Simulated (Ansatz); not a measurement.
# GaAs: the cost of one run

Program: Ansatz 0.2.0. Level of theory: DFT LDA, scalar-relativistic, plane waves, PAW. These are calculated values, not measurements.

1 further run of the same task is left out (set aside as unsound or not needed).

## (1) The starting structure

It takes space group F-43m (No. 216, cubic). Conventional cell: a = 5.603 Å, b = 5.603 Å, c = 5.603 Å, α = 90.00°, β = 90.00°, γ = 90.00°. Ga (site symmetry -43m) has 4 As at 2.43 Å as nearest neighbours. As (site symmetry -43m) has 4 Ga at 2.43 Å as nearest neighbours.

Structure file:

```xyz
2
Lattice="0.0000 2.8017 2.8017 2.8017 0.0000 2.8017 2.8017 2.8017 0.0000" Properties=species:S:1:pos:R:3 pbc="T T T"
Ga    0.0000    0.0000    0.0000
As    4.2025    4.2025    4.2025
```

It goes back to an entry of the Materials Project.

It is the result of an earlier relaxation at this level (volume 21.99 Å³/atom; gap on the mesh: 0.49 eV).

## (2) The bulk's band edges

Contents of input.yaml:

```yaml
crystal:
  lattice:
    - [0.0, 2.8016907959, 2.8016907959]
    - [2.8016907959, 0.0, 2.8016907959]
    - [2.8016907959, 2.8016907959, 0.0]
  atoms:
    - { symbol: Ga, position: [0.0, 0.0, 0.0] }
    - { symbol: As, position: [0.75, 0.75, 0.75] }
basis:
  ecutwfc: 420
kpoints:
  mp_grid: { grid: [12, 12, 12] }
  band_path: { path: [VBM, CBM], npoints: 2 }
hamiltonian:
  xc: lda
scf:
  occupations: { method: gaussian, width: 0.02 }
output:
  forces: true
  stress: true
  eigenvalues: true
```

On the command line:

```sh
ansatz run input.yaml --threads 8 --pin off --max-ram 20480MiB --backend cpu --events-out ev --progress --plain --runs-dir out
```

What time and memory should one allow on 8 threads of Intel Xeon 6975P-C (Granite Rapids), shared host?

About 1 s, with a peak of 0.48 GiB.
